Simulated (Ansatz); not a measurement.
## TaV under changes of volume

One of the cells (16.097 Å³/atom); the others are scaled copies at fixed shape and fractional positions:

```
CELL_PARAMETERS angstrom
1.60670 -2.30777 0.00000
1.60670 2.30777 0.00000
0.00000 0.00000 4.34136
ATOMIC_POSITIONS crystal
Ta 0.00000 0.00000 0.00000
V 0.50000 0.50000 0.50000
```

The cell comes from a database or a generator and needn't be the stable form of this composition.

| Quantity | Value |
| --- | --- |
| Program | Ansatz 0.2.0 |
| Functional | PBE |
| Potentials or basis | PseudoDojo stringent (PBE files) |
| Cutoff | 1796 eV |
| Density cutoff | 7184 eV |
| k mesh | 10 × 10 × 6 |
| Occupations | fermi-dirac, width 0.05 eV |
| Spin | collinear spin, ferromagnetic start |
| Starting moments | [0.0, 2.0] μB |

| volume (Å³/atom) | energy over the lowest point (meV/atom) | pressure (GPa) |
| --- | --- | --- |
| 15.132 | 34.21 | 12.3 |
| 15.453 | 14.29 | 7.7 |
| 15.775 | ? | ? |
| 16.097 | 0.00 | -0.3 |
| 16.419 | 4.13 | -3.7 |
| 16.741 | 14.91 | -6.9 |
| 17.063 | 30.93 | -9.5 |

Q: What does the run at 15.775 Å³/atom give?

A: Energy over the lowest point 3.15 meV/atom; pressure 3.5 GPa.

Worked out: A Birch-Murnaghan fit of order 3 (a polynomial in V^(-2/3)) to the other rows has its minimum at 16.07 Å³/atom with B0 = V·E''(V) = 180 GPa and B' = 4.7 at fixed shape and positions, which overstates the stiffness. It gives 3.11 meV/atom at 15.775 Å³/atom, against the run's 3.15, and -dE/dV = 3.4 GPa, against 3.5.

Energies are extrapolated to zero smearing.

Caveats: the starting moments weren't kept (some runs).
